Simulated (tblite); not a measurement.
**[BGePH6]+ (SMILES B[PH+][GeH3]) at GFN1-xTB**

Wanted: a geometry optimisation of [BGePH6]+. 

The calculation is run with tblite 0.8.0.

10 further runs of the same task are left out: 10 set aside as unsound or not needed.

## 1. The molecule

[BGePH6]+: 9 atoms, total charge +1, spin state doublet. As SMILES, `B[PH+][GeH3]`. Geometry: a GFN2-xTB relaxation, a rough one for these elements and not checked as a minimum. The run starts from this shape.

Bond lengths: B1–P2 1.836 Å, P2–Ge3 2.341 Å, B1–H4 1.166 Å, B1–H5 1.165 Å, P2–H6 1.391 Å, Ge3–H7 1.497 Å, Ge3–H8 1.493 Å, Ge3–H9 1.491 Å. Some angles: B1–P2–Ge3 130.1°, B1–P2–H6 116.6°, Ge3–P2–H6 113.2°, P2–B1–H4 119.0°, P2–B1–H5 119.9°, P2–Ge3–H7 103.9°, P2–Ge3–H8 105.3°, P2–Ge3–H9 105.2°, H4–B1–H5 121.2°, H7–Ge3–H8 112.6°.

## 2. A geometry optimisation at GFN1-xTB

File geom.xyz:

```xyz
9

B     -0.857960     1.095570    -1.519480
P      0.134450     0.751300    -0.013790
Ge     0.502300    -1.262970     1.120050
H     -1.177550     0.205180    -2.201040
H     -1.175270     2.188230    -1.767580
H      0.859240     1.816180     0.511380
H      1.560900    -1.943260     0.309150
H     -0.804020    -1.984340     1.077700
H      0.957910    -0.865900     2.483610
```

File calc.py:

```python
import json
import numpy as np
from tblite.interface import Calculator
from tblite.interface import symbols_to_numbers
from scipy.optimize import minimize

symbols = list(map(str, np.loadtxt("geom.xyz", skiprows=2, usecols=0, dtype=str, ndmin=1)))
numbers = np.array(symbols_to_numbers(symbols))
positions = np.loadtxt("geom.xyz", skiprows=2, usecols=(1, 2, 3), ndmin=2) / 0.529177210903

xtb = Calculator("GFN1-xTB", numbers, positions, charge=1, uhf=1)
xtb.set("verbosity", 0)
xtb.set("accuracy", 0.01)
xtb.add("spin-polarization", 1.0)
last, frames, energies, grads = [None], [], [], []

def fun(x):
    xtb.update(x.reshape(-1, 3))
    last[0] = xtb.singlepoint(last[0])
    return float(last[0].get('energy')), last[0].get('gradient').ravel()

def show(x):
    e, g = fun(x)
    frames.append(x.reshape(-1, 3).tolist())
    energies.append(e)
    grads.append(g.reshape(-1, 3).tolist())
    print(f"{len(energies) - 1:4d} {e:16.9f} {np.abs(g).max():12.3e} {np.linalg.norm(g):12.3e}")

print("step      energy/Eh       max grad     grad norm")
show(positions.ravel())
opt = minimize(fun, positions.ravel(), jac=True, method="BFGS", callback=show, options={"gtol": 3e-05, "maxiter": 500})
print("converged:", opt.success, "-", opt.message)
fun(opt.x)
result = last[0]
final = opt.x.reshape(-1, 3)
print("final geometry (angstrom)")
for s, p in zip(symbols, final * 0.529177210903):
    print(f"{s:<2} {p[0]:12.6f} {p[1]:12.6f} {p[2]:12.6f}")
print(f"Energy: {result.get('energy'):.8f} Eh")
eps = np.atleast_2d(result.get("orbital-energies")) * 27.211386
occ = np.atleast_2d(result.get("orbital-occupations"))
filled = occ.sum(axis=0) if eps.shape[0] == 1 else occ[0]
homo = np.nonzero(filled > 0.5)[0].max()
print("  MO   occupation   energy/eV")
for i in range(max(0, homo - 4), min(eps.shape[1], homo + 5)):
    print(f"{i + 1:4d} {filled[i]:10.4f} {eps[0, i]:12.4f}")
mu = result.get("dipole") * 2.541746
print(f"|mu|: {np.linalg.norm(mu):.4f} D, components " + " ".join(f"{c:.4f}" for c in mu))
q = result.get("charges")
print("Charges:", " ".join(f"{s}{i + 1}={c:+.4f}" for i, (s, c) in enumerate(zip(symbols, q))))
out = {k: np.asarray(result.get(k)).tolist() for k in ("energy", "gradient", "charges", "dipole", "orbital-energies", "orbital-occupations")}
out.update(symbols=symbols, positions=(positions * 0.529177210903).tolist(), final=final.tolist(), frames=frames, step_energies=energies, grads=grads, success=bool(opt.success))
json.dump(out, open("results.json", "w"))
```

The run is started by

```console
python calc.py
```

**Question.** What will come out? Wanted: total energy at the end; HOMO energy; LUMO energy.

**Answer.** As computed:

At GFN1-xTB:

| quantity | value |
| --- | --- |
| total energy at the end | -8.38126 Eh |
| HOMO energy (as the program lists it) | -16.88 eV |
| LUMO energy (as the program lists it) | -13.72 eV |

In words: At the final geometry: Bond lengths: B1–P2 1.900 Å, P2–Ge3 2.362 Å, B1–H4 1.180 Å, B1–H5 1.181 Å, P2–H6 1.393 Å, Ge3–H7 1.493 Å, Ge3–H8 1.488 Å, Ge3–H9 1.489 Å. Some angles: B1–P2–Ge3 148.3°, B1–P2–H6 103.6°, Ge3–P2–H6 105.7°, P2–B1–H4 120.2°, P2–B1–H5 117.2°, P2–Ge3–H7 100.4°, P2–Ge3–H8 104.8°, P2–Ge3–H9 103.1°, H4–B1–H5 122.6°, H7–Ge3–H8 115.8°. The optimisation took 116 steps and changed the energy by -0.130 eV.
